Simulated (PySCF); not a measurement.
**The bond of NbCl, level by level**

An exercise on one series of results from a longer session: the logs are not shown, and one member is left open.

Program: PySCF 2.14.0. Level of theory: Nb x2c-TZVPPall, Cl x2c-TZVPPall, spin-free X2C with a Gaussian nucleus. These are calculated values, not measurements.

The first run:

The job is set up so:

* atoms: Nb, Cl
* charge: 0
* basis: Nb x2c-TZVPPall, Cl x2c-TZVPPall
* Hamiltonian: spin-free X2C with a Gaussian nucleus
* basis functions: 121
* electrons treated: 58
* masses in u: 92.9064, 34.9689
* levels: PBE0, PBE, r²SCAN, PW91, r²SCANh, BHandHLYP, M06, LC-ωPBE, HF, MP2, SCS-MP2
* grid: 80 radial by 434 angular points
* occupations: held fixed by the projection of orbital angular momentum
* dissociation limit: Nb + Cl, each in its ground configuration
* starting distance in angstrom: 2.330
* values of 2S to try: 0, 2, 4, 6, 8

Launch:

```
OMP_NUM_THREADS=2 python dia.py task.json out
```

Steps of the session up to this table: Input; First curve: PBE0; Higher solutions at PBE0; PBE; r²SCAN; PW91 (GGA); r²SCANh; BHandHLYP (global hybrid GGA); M06 (hybrid meta-GGA); LC-ωPBE (range-separated hybrid); UHF.

One table of the session follows, with a row left open; its other results are not shown here.

It belongs to the step «The curves together». Energy (eV) from each level's lowest point:

| R (Å) | UHF | UHF-MP2 | UHF-SCS-MP2 | PBE | PW91 |
| --- | --- | --- | --- | --- | --- |
| 1.974 | 1.791 | 1.075 | 1.235 | 1.089 | 1.087 |
| 2.066 | ? | ? | ? | ? | ? |
| 2.157 | 0.411 | 0.117 | 0.178 | 0.134 | 0.132 |
| 2.226 | 0.179 | 0.013 | 0.043 | 0.023 | 0.023 |
| 2.295 | 0.050 | 0.000 | 0.000 | 0.000 | 0.000 |
| 2.364 | 0.000 | 0.055 | 0.028 | 0.041 | 0.042 |
| 2.456 | 0.025 | 0.204 | 0.143 | 0.168 | 0.171 |
| 2.570 | 0.158 | 0.470 | 0.372 | 0.401 | 0.405 |
| 2.708 | 0.405 | 0.852 | 0.715 | 0.736 | 0.743 |
| 2.892 | n/a | n/a | n/a | 1.211 | 1.222 |

Q: Estimate the row for R (Å) = 2.066 from the others.

Worked estimate for «UHF». A straight line through the neighbours (1.974, 1.791) and (2.157, 0.411) gives 1.791 + (0.411 − 1.791) × (2.066 − 1.974) / (2.157 − 1.974) = 1.097; a parabola fitted to 3 rows on both sides gives 0.958.

The run gave: UHF: 0.936; UHF-MP2: 0.445; UHF-SCS-MP2: 0.553; PBE: 0.465; PW91: 0.463. In «UHF» the line misses by +0.161 and the parabola by +0.022.

Caveats from the session: The state is the lowest single determinant that the PBE0 search found; with open d or f shells the true ground state can be another one.
